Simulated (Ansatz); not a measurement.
# ZnC+ (quartet): wave-function methods side by side, def2-SVP

How much of the correlation energy of ZnC+ (quartet) does each wave-function method recover here?

Computed with Ansatz 0.2.0, Gaussian basis. Level: def2-SVP, core rule «outside noble gas», up to 10 orbitals frozen.

The runs, in order: UHF; CCSD(T) on ROHF; CCSD(T) on UHF; CISD; CCSDT(Q) on ROHF; CCSDT(Q) on UHF; CASSCF and MRCISD+Q, 15 electrons in 10 orbitals; CASSCF and NEVPT2, 15 electrons in 10 orbitals.

8 further runs of the same task are left out: 4 that didn't finish, 4 set aside as unsound or not needed.

**1. The system**

The geometry is a PBE0/def2-TZVP stationary point (not a proven minimum).

2 atoms, charge 1, spin multiplicity 4.

Atoms are counted from 1 here; the program's logs count them from 0.

Bond lengths: Zn1–C2 1.888 Å.

**2. UHF**

Contents of in.yaml:

```yaml
crystal:
  periodic: [false, false, false]
  atoms:
    - {symbol: Zn, position_ang: [0.000000, 0.000000, 0.000000]}
    - {symbol: C, position_ang: [0.000000, 0.000000, 1.888400]}
basis:
  gaussian: {orbitals: def2-SVP}
total_charge: 1
magnetization: {spin_polarized: true, initial_magnetization: 3}
hamiltonian: {xc: hf}
output: {orbitals: {seedname: orbitals}}
```

On the command line:

```sh
$ ansatz run in.yaml --threads 1 --pin off --events-out ev --progress --plain --max-ram 2393MiB
```

Further steps of the session: CCSD(T) on ROHF; CCSD(T) on UHF; CISD; CCSDT(Q) on ROHF; CCSDT(Q) on UHF; CASSCF and MRCISD+Q, 15 electrons in 10 orbitals; CASSCF and NEVPT2, 15 electrons in 10 orbitals.

Q: Predict the results of all the runs planned. Wanted: UCCSDT(Q) below the RHF energy; RMP2 from UCCSDT(Q); UMP2 from UCCSDT(Q); RCCSD from UCCSDT(Q); RCCSD(T) from UCCSDT(Q); UCCSD(T) from UCCSDT(Q); RCCSDT(Q) from UCCSDT(Q); NEVPT2 valence from UCCSDT(Q); MRCISD+Q valence from UCCSDT(Q).

The runs gave:

```
                         quantity                                          value
   UCCSDT(Q) below the RHF energy                                     -9.1112 eV
              RMP2 from UCCSDT(Q)                                 +2.02 kcal/mol
              UMP2 from UCCSDT(Q)                                 +1.98 kcal/mol
             RCCSD from UCCSDT(Q)                                 +5.56 kcal/mol
          RCCSD(T) from UCCSDT(Q)                                 -0.29 kcal/mol
          UCCSD(T) from UCCSDT(Q)                                 -0.33 kcal/mol
         RCCSDT(Q) from UCCSDT(Q)                                 +0.09 kcal/mol
    NEVPT2 valence from UCCSDT(Q)                                +22.09 kcal/mol
  MRCISD+Q valence from UCCSDT(Q)                                 +5.79 kcal/mol
levels within 1 kcal/mol (43 meV)  RCCSD(T), UCCSD(T), RCCSDT, UCCSDT, RCCSDT(Q)
                    T1 diagnostic                                          0.025
   effectively unpaired electrons                                           3.01
```

In words: RCCSD(T) misses by -0.29 kcal/mol, 0.1 % of the correlation energy. One determinant dominates. Of the multireference levels listed MRCISD+Q valence comes nearest in total energy (+5.79 kcal/mol), which doesn't show that its space is the better one. These misses are within one basis, not against nature; the frozen cores of restricted and unrestricted runs differ, which can shift their rows.
